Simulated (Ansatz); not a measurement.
**SnH₄O₄: a ladder of functionals and wavefunction methods**

The task here is to estimate one member of a computed series from the others.

Computed with Ansatz 0.2.0, Gaussian basis. Level: functionals in def2-TZVPP, the program's frozen cores in correlated methods.

The runs, in order: LDA (SPW92), PBE-D4, revPBE-D4, BLYP-D4, r2SCAN-D4, B97M-V, PBE0-D4, B3LYP-D4, r2SCANh-D4, r2SCAN0-D4, HSE06-D4, BHLYP-D4, CAM-B3LYP-D4, LC-ωPBE, ωB97X-V, ωB97M-V, B2PLYP, PBE-QIDH; CCSD(T)/def2-SVP; CCSD(T)/def2-TZVPP; MP2/def2-QZVPP; extrapolation to the limit; RPA on PBE.

### Structure used throughout

All runs share one geometry, relaxed beforehand with PBE0-D4 in a triple-zeta def2 set. Sn takes the def2 core potential; no spin-orbit term is included.

SMILES `[OH][Sn]([OH])([OH])[OH]`, 9 atoms, charge 0, spin multiplicity 1.

Atoms are counted from 1 here; the program's logs count them from 0.

Bond lengths: O1–Sn2 1.943 Å, O1–H6 0.961 Å, Sn2–O3 1.943 Å, Sn2–O4 1.943 Å, Sn2–O5 1.943 Å, O3–H7 0.961 Å, O4–H8 0.961 Å, O5–H9 0.961 Å. Angles: Sn2–O1–H6 112.2°, O1–Sn2–O3 116.2°, O1–Sn2–O4 106.2°, O1–Sn2–O5 106.2°, O3–Sn2–O4 106.2°, O3–Sn2–O5 106.2°, O4–Sn2–O5 116.2°, Sn2–O3–H7 112.2°, Sn2–O4–H8 112.2°, Sn2–O5–H9 112.2°.

Set-up of the first run:

Input file in.yaml:

```yaml
crystal:
  periodic: [false, false, false]
  atoms:
    - {symbol: O, position_ang: [-0.216778, 1.535850, -1.162933]}
    - {symbol: Sn, position_ang: [0.009741, -0.005190, -0.001898]}
    - {symbol: O, position_ang: [1.705833, -0.942242, -0.141032]}
    - {symbol: O, position_ang: [-1.359391, -1.281853, -0.521261]}
    - {symbol: O, position_ang: [-0.090581, 0.667581, 1.817828]}
    - {symbol: H, position_ang: [-0.709633, 1.321370, -1.960105]}
    - {symbol: H, position_ang: [2.326066, -0.675439, 0.543461]}
    - {symbol: H, position_ang: [-1.052463, -2.190720, -0.456682]}
    - {symbol: H, position_ang: [-0.524294, 1.524343, 1.865421]}
basis:
  gaussian: {orbitals: def2-TZVPP}
hamiltonian: {xc: lda}
output: {orbitals: {seedname: orbitals}}
```

Launch:

```sh
$ ansatz run in.yaml --threads 4 --pin off --events-out ev --progress --plain --max-ram 10444MiB
```

Steps of the session up to this table: LDA; PBE-D4 (GGA); revPBE-D4 (GGA); BLYP-D4 (GGA); r2SCAN-D4 (meta-GGA); B97M-V (meta-GGA); PBE0-D4 (hybrid); B3LYP-D4 (hybrid); r2SCANh-D4 (hybrid); r2SCAN0-D4 (hybrid); HSE06-D4 (hybrid); BHLYP-D4 (hybrid); CAM-B3LYP-D4 (range-separated); LC-ωPBE (range-separated); ωB97X-V (range-separated); ωB97M-V (range-separated); B2PLYP (double hybrid); PBE-QIDH (double hybrid).

One of the session's tables, all rows but one given; the rest of the session is left out.

It belongs to the step «Orbital energies across the functionals». 

```
  functional  HOMO (eV)  LUMO (eV)  gap (eV)
 LDA (SPW92)      -7.60      -2.93      4.67
      PBE-D4      -7.37      -2.60      4.77
   revPBE-D4      -7.29      -2.46      4.83
     BLYP-D4      -7.28      -2.61      4.68
   r2SCAN-D4      -7.79      -2.31      5.48
      B97M-V      -7.84      -2.39      5.46
     PBE0-D4      -9.13      -1.62      7.50
    B3LYP-D4      -8.86      -2.00      6.86
  r2SCANh-D4      -8.45      -1.96      6.49
  r2SCAN0-D4      -9.41      -1.44      7.97
    HSE06-D4      -8.72      -2.00      6.72
    BHLYP-D4     -10.76      -0.74     10.02
CAM-B3LYP-D4     -10.63      -0.70      9.93
     LC-ωPBE          ?          ?         ?
     ωB97X-V     -11.63       0.51     12.13
     ωB97M-V     -11.56       0.29     11.85
```

**Question.** Estimate the row for LC-ωPBE.

**Answer.** HOMO (eV): -11.99; LUMO (eV): 0.71; gap (eV): 12.69. In the column «HOMO (eV)» it is the lowest.
